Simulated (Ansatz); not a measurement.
# AlN: the cost of one run

Computed with Ansatz 0.2.0 (DFT r2SCAN, scalar-relativistic, plane waves, PAW, unless a step's input says otherwise).

## Step 1: The system as given

The structure is hexagonal, space group P6_3mc (No. 186). The conventional cell has a = 3.111 Å, b = 3.111 Å, c = 4.978 Å, α = 90.00°, β = 90.00°, γ = 120.00°. Around Al (site symmetry 3m) lie 4 N at 1.89 to 1.92 Å. N (site symmetry 3m) is surrounded by 4 Al at 1.89 to 1.92 Å.

As a file:

```
CELL_PARAMETERS angstrom
3.11100 0.00000 0.00000
-1.55550 2.69421 0.00000
0.00000 0.00000 4.97800
ATOMIC_POSITIONS crystal
Al 0.33333 0.66667 0.00000
Al 0.66667 0.33333 0.50000
N 0.33333 0.66667 0.38500
N 0.66667 0.33333 0.88500
```

No relaxation comes first: the listed cell is the starting point.

## Step 2: Zero of energy

Reference values: F = -1856.9670 eV; pressure -0.60 GPa; largest force 0.194 eV/Å; gap on the mesh 4.80 eV. It was computed beforehand with the settings of the runs below.

## Step 3: Setting up an axial (c/a) deformation path

At fixed volume and fractional coordinates, lengths along (0.000, 0.000, 1.000) are scaled against those across it; ρ is that ratio over its starting value.

## Step 4: Point ρ = 0.850

Input file input.yaml:

```yaml
crystal:
  lattice:
    - [3.2841829056, 0.0, 0.0]
    - [-1.6420914528, 2.8441858269, 0.0]
    - [0.0, 0.0, 4.4668445894]
  atoms:
    - { symbol: Al, position: [0.3333333333, 0.6666666667, 0.0] }
    - { symbol: Al, position: [0.6666666667, 0.3333333333, 0.5] }
    - { symbol: "N", position: [0.3333333333, 0.6666666667, 0.385] }
    - { symbol: "N", position: [0.6666666667, 0.3333333333, 0.885] }
basis:
  ecutwfc: 500
kpoints:
  mp_grid: { grid: [12, 12, 6] }
hamiltonian:
  xc: r2scan
scf:
  occupations: { method: gaussian, width: 0.05 }
output:
  forces: true
  stress: true
  eigenvalues: true
  write_density: true
  write_potential: true
  elf: true
  volumetric_format: npy
```

The run is started by

```bash
> ansatz run input.yaml --threads 1 --pin off --max-ram 2560MiB --backend cpu --events-out ev --progress --plain --runs-dir out
```

What time and memory should one allow on 1 thread of AMD EPYC 9R45 (Zen 5), shared host?

About 3.9 s, with a peak of 0.5 GiB.
